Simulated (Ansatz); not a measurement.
## ZrC, space group Fm-3m: a scan of one input key, step by step

Computed with Ansatz 0.2.0, Python API.

Run as a notebook:

```python
import ansatz as az
```

```python
XC = "pbe"
WIDTH_EV = 0.1
```

```python
system = (
    az.Lattice.of((0.0, 2.365, 2.365), (2.365, 0.0, 2.365), (2.365, 2.365, 0.0))
    .atom("Zr", (0.5, 0.5, 0.5))
    .atom("C", (0.0, 0.0, 0.0))
)
```

```python
system.resolved().sites[-1]
```

    Site(symbol='C', position=(0.0, 0.0, 0.0), moment=None, axis=None, held=None, saved=None)

```python
base = (
    system.calculation()
    .functional(XC)
    .pseudopotentials("paw")
    .kpoints(12, center="gamma")
    .occupations(az.OccupationsMethod.FERMI_DIRAC, width=WIDTH_EV)
    .band_table()
)
typed = base.input()
rows = []
for value in [0.0001, 1e-06, 1e-08]:
    edited = typed.set(az.key.scf.convergence.dr2_threshold, value)
    report = az.Session.from_dict(edited).plan().execute().report
    rows.append((value, report["free_energy_ev"], report["n_iterations"], len(report["eigenvalues_ev"][0]) if "eigenvalues_ev" in report else 0))
for row in rows:
    print("; ".join(f"{name} = {round(v, 4) if isinstance(v, float) else v}" for name, v in zip(["threshold eV", "F eV", "iterations", "bands listed"], row)))
print(edited.to_yaml())
```

    DeckWarning: basis.ecutwfc = 420 eV, auto-derived from the records' recommended cutoffs: set by Zr (normal level)
    threshold eV = 0.0001; F eV = -4436.4972; iterations = 6; bands listed = 12
    threshold eV = 0.0; F eV = -4436.4972; iterations = 6; bands listed = 12
    threshold eV = 0.0; F eV = -4436.4972; iterations = 6; bands listed = 12
    crystal:
      lattice:
        - [0.0, 2.365, 2.365]
        - [2.365, 0.0, 2.365]
        - [2.365, 2.365, 0.0]
      atoms:
        - { symbol: Zr, position: [0.5, 0.5, 0.5] }
        - { symbol: C, position: [0.0, 0.0, 0.0] }
    kpoints:
      mp_grid:
        grid: [12, 12, 12]
        shift: [0.0, 0.0, 0.0]
    hamiltonian:
      xc: pbe
      pseudopotentials:
        kind: paw
    scf:
      occupations:
        method: fermi_dirac
        width: 0.1
      convergence:
        dr2_threshold: 1.0e-08
    output:
      eigenvalues: true

Total energies depend on the potentials; only differences at equal settings carry meaning. A total without «per atom» is that of the whole cell that was run. No spin polarisation was allowed. Of the deposited cell: the entry's cell lengths or inner coordinates differ somewhat from later room-temperature determinations. The structure is a deposited one; some such entries were measured under pressure or heat, so a shift against it needn't be the functional's error alone. Warnings are shown shortened and without file and line. It ran for 4.2 s on 1 thread of AMD EPYC 7R43 64-Core Processor (Zen 3), with other jobs on the host, peak memory 0.38 GiB.
